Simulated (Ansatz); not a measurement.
# ClH₄NSn: up Jacob's ladder to CCSD(T)

An exercise on one series of results from a longer session: the logs are not shown, and one member is left open.

Computed with Ansatz 0.2.0, Gaussian basis. Level: functionals in def2-TZVPP, the program's frozen cores in correlated methods.

The runs, in order: LDA (SPW92), PBE-D4, revPBE-D4, BLYP-D4, r2SCAN-D4, B97M-V, PBE0-D4, B3LYP-D4, r2SCANh-D4, r2SCAN0-D4, HSE06-D4, BHLYP-D4, CAM-B3LYP-D4, LC-ωPBE, ωB97X-V, ωB97M-V, B2PLYP, PBE-QIDH; CCSD(T)/def2-SVP; CCSD(T)/def2-TZVPP; MP2/def2-QZVPP; extrapolation to the limit; RPA on PBE.

## Structure used throughout

An earlier PBE0-D4 in a triple-zeta def2 set relaxation fixed the geometry. Sn takes the def2 core potential; no spin-orbit term is included.

SMILES `[NH2][SnH2][Cl]`, 7 atoms, charge 0, spin multiplicity 1.

Atoms are counted from 1 here; the program's logs count them from 0.

Bond lengths: N1–Sn2 2.002 Å, N1–H4 1.009 Å, N1–H5 1.009 Å, Sn2–Cl3 2.335 Å, Sn2–H6 1.700 Å, Sn2–H7 1.700 Å. Angles: Sn2–N1–H4 116.4°, Sn2–N1–H5 116.4°, H4–N1–H5 109.9°, N1–Sn2–Cl3 106.5°, N1–Sn2–H6 110.9°, N1–Sn2–H7 110.9°, Cl3–Sn2–H6 105.3°, Cl3–Sn2–H7 105.3°, H6–Sn2–H7 117.0°.

Set-up of the first run:

Input file in.yaml:

```yaml
crystal:
  periodic: [false, false, false]
  atoms:
    - {symbol: N, position_ang: [-0.972759, -0.020122, -0.835152]}
    - {symbol: Sn, position_ang: [0.562296, 0.041443, 0.449057]}
    - {symbol: Cl, position_ang: [0.846365, -2.133548, 1.250984]}
    - {symbol: H, position_ang: [-1.803460, 0.485477, -0.566489]}
    - {symbol: H, position_ang: [-0.756441, 0.165193, -1.802991]}
    - {symbol: H, position_ang: [0.172828, 0.976750, 1.814621]}
    - {symbol: H, position_ang: [2.012370, 0.416807, -0.355731]}
basis:
  gaussian: {orbitals: def2-TZVPP}
hamiltonian: {xc: lda}
output: {orbitals: {seedname: orbitals}}
```

Steps of the session up to this table: LDA; PBE-D4 (GGA); revPBE-D4 (GGA); BLYP-D4 (GGA); r2SCAN-D4 (meta-GGA); B97M-V (meta-GGA); PBE0-D4 (hybrid); B3LYP-D4 (hybrid); r2SCANh-D4 (hybrid); r2SCAN0-D4 (hybrid); HSE06-D4 (hybrid); BHLYP-D4 (hybrid); CAM-B3LYP-D4 (range-separated); LC-ωPBE-D4 (range-separated; the results give it without D4); ωB97X-V (range-separated); ωB97M-V (range-separated); B2PLYP (double hybrid); PBE-QIDH (double hybrid).

One of the session's tables, all rows but one given; the rest of the session is left out.

It belongs to the step «Orbital energies across the functionals». 

| functional | HOMO (eV) | gap (eV) |
| --- | --- | --- |
| LDA (SPW92) | -6.37 | 4.76 |
| PBE-D4 | -6.22 | 4.83 |
| revPBE-D4 | -6.15 | 4.85 |
| BLYP-D4 | ? | ? |
| r2SCAN-D4 | -6.52 | 5.45 |
| B97M-V | -6.62 | 5.48 |
| PBE0-D4 | -7.64 | 7.19 |
| B3LYP-D4 | -7.38 | 6.61 |
| r2SCANh-D4 | -7.06 | 6.32 |
| r2SCAN0-D4 | -7.86 | 7.61 |
| HSE06-D4 | -7.23 | 6.41 |
| BHLYP-D4 | -8.97 | 9.39 |
| CAM-B3LYP-D4 | -9.06 | 9.56 |
| LC-ωPBE | -10.48 | 12.19 |
| ωB97X-V | -10.10 | 11.67 |
| ωB97M-V | -9.99 | 11.22 |

Q: Estimate the row for BLYP-D4 from the others.

Worked estimate for «HOMO (eV)». Against the share of exact exchange, B3LYP-D4 (0.2, -7.38), BHLYP-D4 (0.5, -8.97) give a slope of -5.30 per unit share; at 0 the line stands at -6.32.

As computed: HOMO (eV): -6.09; gap (eV): 4.72. In «HOMO (eV)» the line misses by -0.23.
